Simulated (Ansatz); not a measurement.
# C₂HAlF₂Se: how energies converge with the basis set

Aim: see how fast density functionals converge with the basis set for C₂HAlF₂Se.

The runs use Ansatz 0.2.0, Gaussian basis; one geometry, several basis sets.

The runs, in order: PBE0-D4/def2-SVP; ωB97M-V/def2-SVP; PBE0-D4/def2-QZVPP; ωB97M-V/def2-QZVPP; the functionals' def2-TZVPP values are taken from earlier runs.

**1. Structure used throughout**

All runs share one geometry, relaxed beforehand with PBE0-D4 in a triple-zeta def2 set.

SMILES `F[C]1=C(F)[Se][AlH]1`, 7 atoms, charge 0, spin multiplicity 1.

Atoms are counted from 1 here; the program's logs count them from 0.

Bond lengths: F1–C2 1.337 Å, C2–C3 1.343 Å, C2–Al6 1.922 Å, C3–F4 1.319 Å, C3–Se5 1.952 Å, Se5–Al6 2.341 Å, Al6–H7 1.571 Å. Angles: F1–C2–C3 122.7°, F1–C2–Al6 142.7°, C3–C2–Al6 94.6°, C2–C3–F4 126.7°, C2–C3–Se5 115.4°, F4–C3–Se5 117.9°, C3–Se5–Al6 68.3°, C2–Al6–Se5 81.7°, C2–Al6–H7 142.3°, Se5–Al6–H7 136.0°.

**2. PBE0-D4 in def2-SVP**

Contents of in.yaml:

```yaml
crystal:
  periodic: [false, false, false]
  atoms:
    - {symbol: F, position_ang: [-0.006572, -0.952983, 1.940472]}
    - {symbol: C, position_ang: [0.000496, -0.328406, 0.758363]}
    - {symbol: C, position_ang: [0.062168, -0.987297, -0.410691]}
    - {symbol: F, position_ang: [0.122772, -2.294067, -0.575807]}
    - {symbol: Se, position_ang: [0.059698, 0.136299, -2.007373]}
    - {symbol: Al, position_ang: [-0.050972, 1.414354, -0.049506]}
    - {symbol: H, position_ang: [-0.126389, 2.944001, 0.298842]}
basis:
  gaussian: {orbitals: def2-SVP}
hamiltonian: {xc: pbe0, dispersion: d4}
output: {orbitals: {seedname: orbitals}}
```

The runs that follow: ωB97M-V in def2-SVP; PBE0-D4 in def2-QZVPP; ωB97M-V in def2-QZVPP.

**Question.** What will the summary of the whole plan be? Wanted: PBE0-D4: double and triple zeta above quadruple; ωB97M-V: double and triple zeta above quadruple.

**Answer**, as computed:

| quantity | value |
| --- | --- |
| PBE0-D4: double and triple zeta above quadruple | 21.31, 1.96 eV |
| ωB97M-V: double and triple zeta above quadruple | 21.37, 1.88 eV |

What this shows: For PBE0-D4 the step from double to triple zeta gains 19.36 eV and the next only 1.96 eV. Total energies overstate the basis error of differences, where much of it tends to cancel.
